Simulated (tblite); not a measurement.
# CH8GeOSi: the cost of one run

Programs: tblite 0.8.0 and PySCF 2.14.0, with density-fitted response routines of our own. Each step states its level of theory. These are calculated values for one molecule, in the gas phase or a continuum, unless marked as measured. Atoms count from 0, in the outputs and in this text.

**1. The molecule as given**

12 atoms, charge 0, multiplicity 1; geometry from: force field or distance geometry start.

Bonds of the start (Å): C0–O1 1.39, O1–Ge2 1.78, Ge2–Si3 2.35, C0–H4 1.11, C0–H5 1.10, C0–H6 1.10, Ge2–H7 1.55, Ge2–H8 1.56, Si3–H9 1.48, Si3–H10 1.47, Si3–H11 1.48.

**2. Geometry optimisation with GFN2-xTB**

The job: settings as JSON, then the geometry in Å.

```
{"job": {"kind": "relax", "xc": "GFN2-xTB", "basis": "xTB"}, "charge": 0, "multiplicity": 1}
C      2.120200     0.468500     0.076300
O      0.992600     0.321200    -0.728600
Ge    -0.183900    -0.853400    -0.104300
Si    -2.224500     0.302000    -0.110500
H      2.906600     0.959600    -0.526000
H      2.438800    -0.532100     0.389500
H      1.935600     1.088400     0.972000
H     -0.240700    -2.042000    -1.097100
H      0.141700    -1.357000     1.333000
H     -3.287500    -0.524500    -0.731400
H     -2.079100     1.588000    -0.806800
H     -2.518600     0.580800     1.308000
```

The run is started by

```
> OMP_NUM_THREADS=1 python probes_run.py task.json out
```

This one command runs all jobs of the session in turn.

**Question.** How long does this first job take on 1 thread of AMD EPYC, shared host, and how much memory does it need?

About 1.2 s, with a peak of 0.18 GiB.
